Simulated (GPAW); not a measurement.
Crystal: BaZrO3.

```
Ba Zr O
1.0
     4.19134    0.00000    0.00000
     0.00000    4.19134    0.00000
     0.00000    0.00000    4.19134
Ba Zr O
1 1 3
Direct
  0.00000 0.00000 0.00000
  0.50000 0.50000 0.50000
  0.50000 0.50000 0.00000
  0.50000 0.00000 0.50000
  0.00000 0.50000 0.50000
```

Base run:

- Program: GPAW 26.7.0
- Functional: PBEsol
- Potentials or basis: PAW data sets generated in the run's folder for this functional
- Cutoff: 800 eV
- Basis: pw
- k mesh: 6 × 6 × 6
- Occupations: fermi-dirac, width 0.05 eV
- Spin: no spin polarisation
- Hubbard terms: Zr d U = 4 eV

Its results: band gap on the k mesh 3.90 eV, indirect (least direct gap 4.20 eV); pressure 2.2 GPa.

Question: After a change of settings the same cell gave: band gap on the k mesh 3.70 eV, indirect (least direct gap 3.98 eV); pressure 1.2 GPa. Which change was it?
A. hubbard terms from Zr d U = 4 eV to Zr d U = 2 eV
B. hubbard terms from Zr d U = 4 eV to none
C. hubbard terms from Zr d U = 4 eV to Zr d U = 3 eV

Answer: C.

Caveats: spin-orbit coupling is left out, which moves the levels of the heavy elements.

Not every run made on this cell is shown here.
